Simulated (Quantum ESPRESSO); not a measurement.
NbSi:

```
Nb Si
1.0
     0.00000    2.57383    2.57383
     2.57383    0.00000    2.57383
     2.57383    2.57383    0.00000
Nb Si
1 1
Direct
  0.00000 0.00000 0.00000
  0.50000 0.50000 0.50000
```

The cell was built by a generator and needn't be a form met in nature.

```yaml
Program: Quantum ESPRESSO 7.5
Task: phonons
Functional: LDA
Potentials_or_basis: GBRV 1.5 LDA
Cutoff: 612 eV
Density_cutoff: 4898 eV
k_mesh: 9 × 9 × 9
Occupations: cold, width 0.2 eV
Spin: no spin polarisation
Target_pressure: 3 GPa
Form_of_the_LDA_correlation: PZ81
Mixing_beta: 0.5
Most_SCF_iterations: 120
SCF_threshold: 4e-10 Ry
```

The cell and the atoms were relaxed first at 3 GPa, to 15.95 Å³/atom (a = 3.560 Å, b = 3.560 Å, c = 3.560 Å, α = 60.00°, β = 60.00°, γ = 60.00°), and the response was taken there.

Q: Which optical modes does the crystal have at the zone centre, and which show in infrared and Raman spectra?

A: The optical modes are T1u. Infrared active: T1u. None is Raman active.

Optical modes at Γ, degenerate ones joined:
| cm⁻¹ | components | symmetry | active in |
| --- | --- | --- | --- |
| 397 | 3 | T1u | IR |
